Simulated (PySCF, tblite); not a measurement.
# C6H12OSSi: geometry, infrared bands and NMR shifts

Wanted: the infrared bands and NMR shifts of C6H12OSSi (`CC#C[Si@@](O)(CC)SC`), by calculation.

Programs: tblite 0.8.0 and PySCF 2.14.0, with density-fitted response routines of our own. Each step states its level of theory. These are calculated values for one molecule in the gas phase, unless marked as measured. Atoms are numbered from 0 throughout.

## Step 1: Starting geometry

21 atoms, charge 0, multiplicity 1; geometry from: force field or distance geometry start.

Bonds of the start (Å): C0–C1 1.48, C1–C2 1.19, C2–Si3 1.88, Si3–O4 1.65, Si3–C5 1.88, C5–C6 1.52, Si3–S7 2.14, S7–C8 1.80, C0–H9 1.09, C0–H10 1.09, C0–H11 1.10, O4–H12 0.97, C5–H13 1.09, C5–H14 1.10, C6–H15 1.11, C6–H16 1.10, C6–H17 1.10, C8–H18 1.10, C8–H19 1.10, C8–H20 1.09.

## Step 2: Optimising the geometry with GFN2-xTB

The job: settings as JSON, then the geometry in Å.

```
{"job": {"kind": "relax", "xc": "GFN2-xTB", "basis": "xTB"}, "charge": 0, "multiplicity": 1}
C      3.486600     1.131000     0.521800
C      2.168100     0.685300     0.030400
C      1.112300     0.305400    -0.357000
Si    -0.565900    -0.258500    -0.996600
O     -0.455500    -0.947900    -2.492200
C     -1.444100    -1.376600     0.237900
C     -0.763700    -2.712200     0.506700
S     -1.757800     1.497700    -1.290900
C     -1.735900     2.313800     0.312000
H      3.883700     0.429200     1.258000
H      4.187100     1.217000    -0.305300
H      3.392400     2.110400     1.004600
H     -0.498600    -0.300900    -3.214500
H     -2.451600    -1.568400    -0.124600
H     -1.545200    -0.833200     1.194100
H     -1.353000    -3.292000     1.245000
H      0.242100    -2.578300     0.927600
H     -0.678400    -3.316600    -0.404800
H     -2.348200     3.228200     0.260600
H     -0.717900     2.605200     0.595600
H     -2.165500     1.678500     1.091100
```

The run is started by

```sh
$ OMP_NUM_THREADS=1 python probes_run.py task.json out
```

This one command runs all jobs of the session in turn.

The log of the run:

```text
step      E/eV     max force
  0    -761.86404    3.036
  1    -761.76946    5.980
  2    -761.95557    0.620
  3    -761.96538    0.284
  4    -761.97357    0.399
  5    -761.97901    0.243
  6    -761.98227    0.209
  7    -761.98475    0.137
  8    -761.98620    0.121
  9    -761.98754    0.108
 10    -761.98936    0.128
 11    -761.99171    0.121
 12    -761.99420    0.134
 13    -761.99651    0.102
 14    -761.99877    0.141
 15    -762.00113    0.143
 16    -762.00348    0.122
 17    -762.00532    0.109
 18    -762.00671    0.099
 19    -762.00814    0.109
 20    -762.00983    0.132
 21    -762.01138    0.092
 22    -762.01241    0.059
 23    -762.01300    0.064
 24    -762.01345    0.069
 25    -762.01388    0.056
 26    -762.01425    0.044
 27    -762.01456    0.054
 28    -762.01482    0.047
 29    -762.01504    0.037
 30    -762.01525    0.040
 31    -762.01543    0.042
 32    -762.01560    0.037
 33    -762.01574    0.035
 34    -762.01586    0.024
 35    -762.01597    0.039
 36    -762.01611    0.045
 37    -762.01631    0.039
 38    -762.01659    0.038
 39    -762.01693    0.037
 40    -762.01724    0.034
 41    -762.01745    0.030
 42    -762.01759    0.023
 43    -762.01770    0.022
 44    -762.01782    0.026
 45    -762.01794    0.030
 46    -762.01804    0.027
 47    -762.01813    0.020
 48    -762.01823    0.026
 49    -762.01834    0.029
 50    -762.01845    0.026
 51    -762.01854    0.021
 52    -762.01863    0.019
 53    -762.01876    0.033
 54    -762.01893    0.038
 55    -762.01906    0.025
 56    -762.01914    0.021
 57    -762.01921    0.018
 58    -762.01930    0.028
 59    -762.01941    0.029
 60    -762.01950    0.020
 61    -762.01957    0.017
 62    -762.01964    0.027
 63    -762.01975    0.040
 64    -762.01989    0.039
 65    -762.02002    0.026
 66    -762.02013    0.025
 67    -762.02023    0.031
 68    -762.02035    0.040
 69    -762.02046    0.030
 70    -762.02052    0.018
 71    -762.02056    0.014
 72    -762.02059    0.022
 73    -762.02063    0.025
 74    -762.02070    0.017
 75    -762.02073    0.016
 76    -762.02077    0.017
 77    -762.02081    0.022
 78    -762.02086    0.020
 79    -762.02089    0.011
 80    -762.02090    0.010
```

It took 0.79 s on 1 thread of Arm Neoverse V1, shared host; peak memory 0.18 GiB.

Relaxation path: (not every step is listed) (the energy doesn't fall at every step)

| step | energy from step 0 (eV) | largest force (eV/Å) |
| --- | --- | --- |
| 0 | 0.0000 | 3.0357 |
| 1 | 0.0946 | 5.9804 |
| 2 | -0.0915 | 0.6204 |
| 3 | -0.1013 | 0.2842 |
| 4 | -0.1095 | 0.3988 |
| 5 | -0.1150 | 0.2433 |
| 6 | -0.1182 | 0.2086 |
| 7 | -0.1207 | 0.1373 |
| 8 | -0.1222 | 0.1206 |
| 14 | -0.1347 | 0.1409 |
| 20 | -0.1458 | 0.1323 |
| 26 | -0.1502 | 0.0442 |
| 32 | -0.1516 | 0.0368 |
| 38 | -0.1525 | 0.0381 |
| 44 | -0.1538 | 0.0260 |
| 50 | -0.1544 | 0.0257 |
| 56 | -0.1551 | 0.0205 |
| 62 | -0.1556 | 0.0273 |
| 68 | -0.1563 | 0.0401 |
| 74 | -0.1567 | 0.0169 |
| 75 | -0.1567 | 0.0158 |
| 76 | -0.1567 | 0.0172 |
| 77 | -0.1568 | 0.0225 |
| 78 | -0.1568 | 0.0200 |
| 79 | -0.1568 | 0.0110 |
| 80 | -0.1569 | 0.0095 |

Distances of close pairs at the start and the end, largest changes first:

| bond | before (Å) | after (Å) | change (Å) |
| --- | --- | --- | --- |
| C0–C1 | 1.476 | 1.444 | -0.032 |
| C2–Si3 | 1.882 | 1.852 | -0.030 |
| Si3–S7 | 2.143 | 2.170 | +0.027 |
| Si3–O4 | 1.651 | 1.624 | -0.027 |
| C6–H15 | 1.108 | 1.089 | -0.020 |
| C1–C2 | 1.187 | 1.206 | +0.019 |
| S7–C8 | 1.799 | 1.817 | +0.018 |
| O4–H12 | 0.971 | 0.954 | -0.017 |

The final coordinates are the input of the step that follows.

## Step 3: Harmonic vibrations with GFN2-xTB

The job: settings as JSON, then the geometry in Å.

```
{"job": {"kind": "ir", "xc": "GFN2-xTB", "basis": "xTB"}, "charge": 0, "multiplicity": 1}
C      3.392699     1.135670     0.544959
C      2.107327     0.697881     0.052842
C      1.043927     0.312793    -0.365548
Si    -0.626095    -0.215910    -0.966495
O     -0.558345    -1.022849    -2.374135
C     -1.461314    -1.373034     0.283879
C     -0.694002    -2.679873     0.445170
S     -1.754724     1.601418    -1.327482
C     -1.669333     2.352541     0.324429
H      3.773483     0.421700     1.275014
H      4.100802     1.209274    -0.279928
H      3.299385     2.112643     1.018899
H     -0.471564    -0.561616    -3.204386
H     -2.480906    -1.591794    -0.039239
H     -1.538161    -0.882761     1.256234
H     -1.196828    -3.340641     1.149134
H      0.311575    -2.486089     0.811120
H     -0.613184    -3.188319    -0.511566
H     -2.081307     3.352748     0.241726
H     -0.632751     2.397332     0.643385
H     -2.259604     1.765828     1.021516
```

The log of the run:

```text
mode    cm-1     km/mol
  1     -29.8      0.01
  2      38.7      1.35
  3      41.8      0.63
  4      59.7      0.68
  5      75.1      1.54
  6     101.7      1.82
  7     132.8      0.32
  8     149.4      8.09
  9     169.5     11.86
 10     204.4      2.24
 11     217.9     15.77
 12     240.8     68.71
 13     261.6     32.91
 14     267.5     24.54
 15     301.7     12.26
 16     329.1     10.65
 17     338.0     10.63
 18     463.3     52.03
 19     567.8    173.53
 20     713.9     47.00
 21     731.3     52.52
 22     734.8      9.93
 23     810.8    370.12
 24     907.3    156.59
 25     951.4      0.41
 26     964.1      3.29
 27     987.8     26.20
 28    1013.5      6.05
 29    1015.4      5.78
 30    1024.8     10.01
 31    1079.8     18.84
 32    1104.6      8.34
 33    1241.5      4.68
 34    1297.0      5.34
 35    1321.5      3.89
 36    1382.6      3.20
 37    1417.7      0.10
 38    1446.4      6.88
 39    1447.3      8.07
 40    1457.5      4.62
 41    1462.0      4.19
 42    1475.0      0.81
 43    1507.7      2.18
 44    1511.8      2.18
 45    2319.0    240.99
 46    2965.9     37.16
 47    2979.6     26.60
 48    3004.2     16.50
 49    3005.7     15.56
 50    3012.2     22.46
 51    3016.1     55.88
 52    3028.5      8.56
 53    3034.1      5.27
 54    3034.5     42.95
 55    3049.7     27.92
 56    3057.2      3.87
 57    3662.9     33.30
```

It took 1.1 s on 1 thread of Arm Neoverse V1, shared host; peak memory 0.18 GiB.

The strongest bands and the atoms that carry them (share of the mass-weighted mode):

| cm⁻¹ | km/mol | atoms |
| --- | --- | --- |
| 241 | 68.7 | O4 25 %, H12 14 %, H17 11 %, H15 10 % |
| 463 | 52.0 | Si3 28 %, S7 21 %, C5 14 % |
| 568 | 173.5 | Si3 58 %, C0 15 % |
| 731 | 52.5 | H13 26 %, C5 18 %, H14 16 % |
| 811 | 370.1 | H12 69 %, O4 17 % |
| 907 | 156.6 | O4 46 %, Si3 38 % |
| 2319 | 241.0 | C1 53 %, C2 46 % |
| 3016 | 55.9 | H15 90 % |

## Step 4: NMR shieldings: PBE0/pcSseg-1

Same as in step 3 but for these lines:

```diff
@@ -1,2 +1,2 @@
-{"job": {"kind": "ir", "xc": "GFN2-xTB", "basis": "xTB"}, "charge": 0, "multiplicity": 1}
+{"job": {"kind": "nmr", "xc": "PBE0", "basis": "pcSseg-1"}, "charge": 0, "multiplicity": 1}
 C      3.392699     1.135670     0.544959
```

With the program's defaults for keys left out, this is: GIAO PBE0/pcSseg-1 NMR shielding, non-relativistic, gas phase.

The log of the run:

```text
coarse grid: 18296 points
cycle   1  E = -997.9075776457  dE =  9.183e-01  |g| = 8.226e-01  |ddm| = 4.424e+00
cycle   2  E = -997.8005223577  dE =  1.071e-01  |g| = 1.125e+00  |ddm| = 1.738e+00
cycle   3  E = -998.0419921984  dE = -2.415e-01  |g| = 1.579e-01  |ddm| = 1.141e+00
cycle   4  E = -998.0470653401  dE = -5.073e-03  |g| = 5.721e-02  |ddm| = 1.818e-01
cycle   5  E = -998.0475570285  dE = -4.917e-04  |g| = 3.646e-02  |ddm| = 6.612e-02
cycle   6  E = -998.0478764649  dE = -3.194e-04  |g| = 5.000e-03  |ddm| = 3.132e-02
cycle   7  E = -998.0478820093  dE = -5.544e-06  |g| = 1.656e-03  |ddm| = 6.304e-03
final grid: 166592 points
cycle   8  E = -998.1146150039  dE = -3.421e-05  |g| = 1.225e-02  |ddm| = 4.471e-02
cycle   9  E = -998.1145895336  dE =  2.547e-05  |g| = 1.620e-02  |ddm| = 2.498e-02
cycle  10  E = -998.1146501499  dE = -6.062e-05  |g| = 1.321e-03  |ddm| = 1.477e-02
cycle  11  E = -998.1146504868  dE = -3.369e-07  |g| = 3.217e-04  |ddm| = 1.315e-03
cycle  12  E = -998.1146505011  dE = -1.428e-08  |g| = 2.014e-04  |ddm| = 4.432e-04
cycle  13  E = -998.1146505106  dE = -9.525e-09  |g| = 5.916e-05  |ddm| = 1.790e-04
cycle  14  E = -998.1146505114  dE = -8.256e-10  |g| = 1.293e-05  |ddm| = 6.164e-05
converged SCF energy = -998.1146505114

GIAO shielding tensors (ppm)
atom      isotropic    diamagn.    paramagn.     s11        s22        s33       span
  0 C      181.398     252.244     -70.846    173.043    173.257    197.893     24.850
  1 C       76.163     275.740    -199.577    -18.788    -12.878    260.155    278.943
  2 C      100.637     263.342    -162.705     12.010     17.735    272.166    260.156
  3 Si     360.464     881.159    -520.695    318.460    375.307    387.624     69.165
  4 O      292.403     386.961     -94.557    285.698    291.100    300.412     14.715
  5 C      171.884     256.559     -84.676    161.374    173.384    180.893     19.519
  6 C      178.673     247.127     -68.454    171.960    176.110    187.948     15.988
  7 S      662.505    1059.770    -397.265    579.247    619.741    788.529    209.282
  8 C      174.452     253.019     -78.566    165.424    167.396    190.538     25.113
  9 H       29.615      29.310       0.306     24.301     28.116     36.430     12.129
 10 H       29.621      26.792       2.829     24.479     27.726     36.658     12.178
 11 H       29.674      28.880       0.794     24.288     28.381     36.354     12.066
 12 H       29.860      31.054      -1.195     21.612     24.799     43.168     21.556
 13 H       30.872      31.083      -0.212     25.678     30.195     36.742     11.063
 14 H       30.931      34.930      -4.000     26.187     30.987     35.618      9.431
 15 H       30.482      28.201       2.281     25.131     27.702     38.613     13.482
 16 H       30.652      31.808      -1.156     25.396     30.338     36.223     10.827
 17 H       30.404      29.257       1.147     25.188     29.585     36.438     11.250
 18 H       29.760      29.569       0.191     24.044     26.630     38.605     14.561
 19 H       29.569      33.589      -4.020     23.542     29.258     35.908     12.365
 20 H       29.786      32.247      -2.461     23.930     28.302     37.126     13.195
```

Wall time 52 s (1 thread of Arm Neoverse V1, shared host); peak memory 1.1 GiB.

Shifts follow as δ = σ(reference) − σ, with reference shieldings (ppm) from runs at the same level and on the same kind of geometry: 1H TMS 31.72, 13C TMS 186.9, 29Si TMS 349.2, 17O H2O 336.1, 33S CS2 504. The references are single molecules in the gas phase, so shifts against H2O, NH3, PH3, H3PO4 or CFCl3 are not on the usual liquid scales and can be off by tens of ppm. Atoms listed in one row are averaged.

| atoms | environment | σ (ppm) | δ (ppm) | δ scaled to CDCl3 |
| --- | --- | --- | --- | --- |
| C1 | alkyne carbon | 76.2 | 110.8 | 106.2 |
| C2 | alkyne carbon | 100.6 | 86.3 | 82.3 |
| C5 | sp3 CH2 bonded to Si | 171.9 | 15.0 | 12.8 |
| C8 | methyl carbon bonded to S | 174.5 | 12.5 | 5.8 |
| C6 | methyl carbon | 178.7 | 8.3 | 6.1 |
| C0 | propargylic methyl carbon | 181.4 | 5.5 | 3.5 |
| H9, H10, H11 | hydrogen on a propargylic methyl carbon | 29.64 | 2.08 | 2.07 |
| H18, H19, H20 | hydrogen on a methyl carbon bonded to S | 29.71 | 2.01 | 2.00 |
| H12 | hydrogen on an oxygen bonded to Si | 29.86 | 1.86 | – |
| H15, H16, H17 | hydrogen on a methyl carbon | 30.51 | 1.20 | 1.24 |
| H13 | hydrogen on an sp3 CH2 bonded to Si | 30.87 | 0.85 | 0.90 |
| H14 | hydrogen on an sp3 CH2 bonded to Si | 30.93 | 0.79 | 0.85 |
| Si3 | silicon bonded to 2 C, O, S | 360.5 | -11.3 | – |
| O4 | oxygen bonded to Si, H | 292.4 | 43.7 | – |
| S7 | sulfur bonded to C, Si | 663 | -159 | – |

The scaled column applies a straight-line fit of computed shieldings to shifts measured in CDCl3, with any fitted terms for Cl, Br or S neighbours (root-mean-square error 0.16 ppm for H, 1.9 ppm for C).

The run also stored atomic charges by several schemes (e):

| atoms | Mulliken | IAO | Hirshfeld | ESP fit |
| --- | --- | --- | --- | --- |
| C0 | -0.16 | -0.44 | -0.09 | -0.58 |
| C1 | -0.19 | 0.01 | -0.02 | 0.30 |
| C2 | -0.40 | -0.41 | -0.19 | -0.48 |
| Si3 | 1.05 | 1.20 | 0.42 | 0.56 |
| O4 | -0.53 | -0.78 | -0.30 | -0.65 |
| C5 | -0.57 | -0.55 | -0.16 | 0.04 |
| C6 | -0.29 | -0.41 | -0.12 | -0.25 |
| S7 | -0.35 | -0.22 | -0.13 | -0.33 |
| C8 | -0.40 | -0.50 | -0.12 | -0.31 |

Mayer bond orders: C0–C1 1.18, C1–C2 2.57, C2–Si3 0.90, Si3–O4 1.09, Si3–C5 0.91, C5–C6 1.05, Si3–S7 0.93, S7–C8 1.00.

## Step 5: Summary of results

| quantity | value |
| --- | --- |
| strongest single infrared mode (GFN2-xTB) | 811 cm⁻¹, 370 km/mol |
| zero-point energy (GFN2-xTB) | 103.1 kcal/mol |
| 13C shifts against TMS (PBE0/pcSseg-1) | 110.8, 86.3, 15.0, 12.5, 8.3, 5.5 ppm |
| 1H shifts against TMS (PBE0/pcSseg-1, means over atoms taken as alike) | 2.08, 2.01, 1.86, 1.20, 0.85, 0.79 ppm |
| 29Si shifts against TMS (PBE0/pcSseg-1) | -11.3 ppm |
| 17O shifts against H2O (PBE0/pcSseg-1) | 43.7 ppm |
| 33S shifts against CS2 (PBE0/pcSseg-1) | -159 ppm |

**Reading.** Relaxing lowered the energy by 0.157 eV in 80 steps; the close pair that moved most is C0–C1, from 1.476 to 1.444 Å. The lowest mode is imaginary (30i cm⁻¹), so the xTB geometry is not a minimum. The strongest single mode, at 811 cm⁻¹, moves mainly H12. Unscaled tight-binding wavenumbers are off by several per cent, some by more. Its intensities can rank the bands wrongly. At PBE0/pcSseg-1: The largest span, 279 ppm, is at C1, where the paramagnetic term is -200 ppm.
